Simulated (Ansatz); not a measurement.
# (ClBe-mu-Cl)2 (Be₂Cl₄): the relaxed shape and its frontier levels

What does (ClBe-mu-Cl)2 (Be₂Cl₄) look like as a singlet, and where do its frontier electrons sit?

The runs use Ansatz 0.2.0, Gaussian basis; RKS PBE0-D4/def2-TZVP.

Plan: relaxation at PBE0-D4/def2-SVP; a search for the lowest solution at PBE0-D4/def2-SVP; a single point at PBE0-D4/def2-TZVP; harmonic vibrations at PBE0-D4/def2-SVP.

### 1 The system as given

6 atoms, charge 0, spin multiplicity 1.

Atoms are counted from 1 here; the program's logs count them from 0.

Bond lengths: Be1–Cl2 1.784 Å, Be1–Cl3 1.977 Å, Be1–Cl6 1.978 Å, Cl3–Be4 1.978 Å, Be4–Cl5 1.783 Å, Be4–Cl6 1.978 Å. Angles: Cl2–Be1–Cl3 132.8°, Cl2–Be1–Cl6 132.8°, Cl3–Be1–Cl6 94.4°, Be1–Cl3–Be4 85.7°, Cl3–Be4–Cl5 132.8°, Cl3–Be4–Cl6 94.3°, Cl5–Be4–Cl6 132.9°, Be1–Cl6–Be4 85.7°.

The start is a GFN2-xTB geometry.

### 2 Relaxation at PBE0-D4/def2-SVP

Input file in.yaml:

```yaml
crystal:
  periodic: [false, false, false]
  atoms:
    - {symbol: Be, position_ang: [1.332190, 0.053300, 0.170010]}
    - {symbol: Cl, position_ang: [3.102680, 0.106670, 0.386600]}
    - {symbol: Cl, position_ang: [-0.138480, -0.645280, 1.291370]}
    - {symbol: Be, position_ang: [-1.333590, -0.049830, -0.168530]}
    - {symbol: Cl, position_ang: [-3.100590, -0.122340, -0.393620]}
    - {symbol: Cl, position_ang: [0.137790, 0.657480, -1.285830]}
basis:
  gaussian: {orbitals: def2-SVP}
hamiltonian: {xc: pbe0, dispersion: d4}
scf: {omitted_lower_state_checks: [starts]}
output: {orbitals: {seedname: orbitals}}
relax: {f_tol: 0.02, max_steps: 100}
```

Started as:

```
$ ansatz run in.yaml --threads 4 --pin off --events-out ev --progress --plain --max-ram 3916MiB
```

After this run come: Searching for the lowest solution, PBE0-D4/def2-SVP; Single point, PBE0-D4/def2-TZVP; Vibrations by finite differences.

**Question.** What will the summary of the whole plan be? Wanted: point group; commonest bond; HOMO, LUMO at PBE0-D4/def2-TZVP; dipole at PBE0-D4/def2-SVP; lowest, highest wavenumber.

The runs gave:

| quantity | value |
| --- | --- |
| point group | D2h |
| commonest bond | Be–Cl, 6 of mean length 1.965 Å |
| HOMO, LUMO at PBE0-D4/def2-TZVP | -9.09, -0.60 eV |
| dipole at PBE0-D4/def2-SVP | 0.01 D |
| lowest, highest wavenumber | 29, 971 cm⁻¹ |

What this shows: The molecule keeps its bonding pattern by the stored test; the atoms moved 0.06 Å (rms). All wavenumbers are real: a minimum at this level. The HOMO lies nearest to Cl2, Cl5 about 44 % each and the LUMO to Be1, Be4 about 26 % each; Cl3, Cl6 about 16 % each.
